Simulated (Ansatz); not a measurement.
**Ag+ with H₂S: superposition error and deformation**

The task here is to estimate one member of a computed series from the others.

Method: PBE0-D4 structures, single points in def2-TZVPPD; program: Ansatz 0.2.0, Gaussian basis.

Levels: PBE-D4, revPBE-D4, BLYP-D4, r2SCAN-D4, B97M-V, PBE0-D4, B3LYP-D4, HSE06-D4, wB97X-V, wB97M-V, B2PLYP, Hartree-Fock, MP2, CCSD, CCSD(T).

Cores are frozen in the correlated methods. Filled d shells of the heavier atoms are correlated. Core potentials replace the inner electrons past krypton, and spin-orbit coupling is left out. B3LYP uses VWN-RPA correlation. B2PLYP carries no dispersion term here.

129 further runs of the same task are left out: 129 set aside as unsound or not needed.

### The system as given

The relaxed pair: 4 atoms, charge 1, spin multiplicity 1.

Atoms are counted from 1 here; the program's logs count them from 0.

Bond lengths: Ag1–S2 2.440 Å, S2–H3 1.348 Å, S2–H4 1.348 Å. Angles: Ag1–S2–H3 97.8°, Ag1–S2–H4 97.8°, H3–S2–H4 93.2°.

Geometry (Å):

```xyz
4
AgH2S
Ag   -0.14626   -0.09038   -1.96686
S     0.15859   -0.52765    0.41455
H    -0.95700    0.08684    0.85706
H     0.94458    0.53129    0.69525
```

Atoms 1 to 1 are fragment A (Ag+), the rest fragment B (H₂S). From earlier runs, pair energy (eV) and counterpoise interaction (kJ/mol):

| method | E(pair) | interaction |
| --- | --- | --- |
| PBE-D4 | -14857.14205 | -184.59 |
| revPBE-D4 | -14861.40190 | -169.07 |
| BLYP-D4 | -14860.64408 | -178.53 |
| r2SCAN-D4 | -14862.05638 | -178.06 |
| B97M-V | -14858.48698 | -162.70 |
| PBE0-D4 | -14857.69337 | -161.92 |
| B3LYP-D4 | -14863.63480 | -162.82 |
| HSE06-D4 | -14857.46440 | -161.97 |
| wB97X-V | -14859.22919 | -147.14 |
| wB97M-V | -14859.08593 | -146.28 |
| B2PLYP | -14855.78098 | -148.89 |
| MP2 | -14842.60606 | -144.07 |
| CCSD(T) | -14843.10699 | -132.22 |

First each fragment is run alone in its own basis, frozen in the shape it has in the pair (a, b).

The first run:

Input file a/in.yaml:

```yaml
crystal:
  periodic: [false, false, false]
  atoms:
    - {symbol: Ag, position_ang: [-0.146262, -0.090382, -1.966860]}
basis:
  gaussian: {orbitals: "def2-TZVPPD.json"}
total_charge: 1
hamiltonian: {xc: {name: wB97X-V}}
```

Input file b/in.yaml:

```yaml
crystal:
  periodic: [false, false, false]
  atoms:
    - {symbol: S, position_ang: [0.158585, -0.527650, 0.414553]}
    - {symbol: H, position_ang: [-0.957003, 0.086838, 0.857062]}
    - {symbol: H, position_ang: [0.944582, 0.531293, 0.695247]}
basis:
  gaussian: {orbitals: "def2-TZVPPD.json"}
hamiltonian: {xc: {name: wB97X-V}}
```

The basis file named in the input lies beside it (Basis Set Exchange, JSON).

The same command starts each run, in its folder.

The run is started by

```
> ansatz run in.yaml --threads 2 --pin off --events-out ev --progress --plain --max-ram 5222MiB
```

Among the steps run: wB97X-V/def2-TZVPPD; wB97M-V/def2-TZVPPD; B2PLYP/def2-TZVPPD; B97M-V/def2-TZVPPD; CCSD(T)/def2-TZVPPD; Relaxing H₂S alone; PBE-D4/def2-TZVPPD; r2SCAN-D4/def2-TZVPPD; PBE0-D4/def2-TZVPPD; B3LYP-D4/def2-TZVPPD; BLYP-D4/def2-TZVPPD; revPBE-D4/def2-TZVPPD; HSE06-D4/def2-TZVPPD.

One of the session's tables, all rows but one given; the rest of the session is left out.

```
      method  interaction with counterpoise (kJ/mol)
      PBE-D4                                 -184.59
   revPBE-D4                                 -169.07
     BLYP-D4                                 -178.53
   r2SCAN-D4                                 -178.06
      B97M-V                                 -162.70
     PBE0-D4                                 -161.92
    B3LYP-D4                                 -162.82
    HSE06-D4                                 -161.97
     wB97X-V                                 -147.14
     wB97M-V                                 -146.28
      B2PLYP                                 -148.89
Hartree-Fock                                       ?
         MP2                                 -144.07
        CCSD                                 -124.76
     CCSD(T)                                 -132.22
```

**Question.** Estimate the row for Hartree-Fock.

As computed: interaction with counterpoise (kJ/mol): -80.82. In the column «interaction with counterpoise (kJ/mol)» it is the highest.
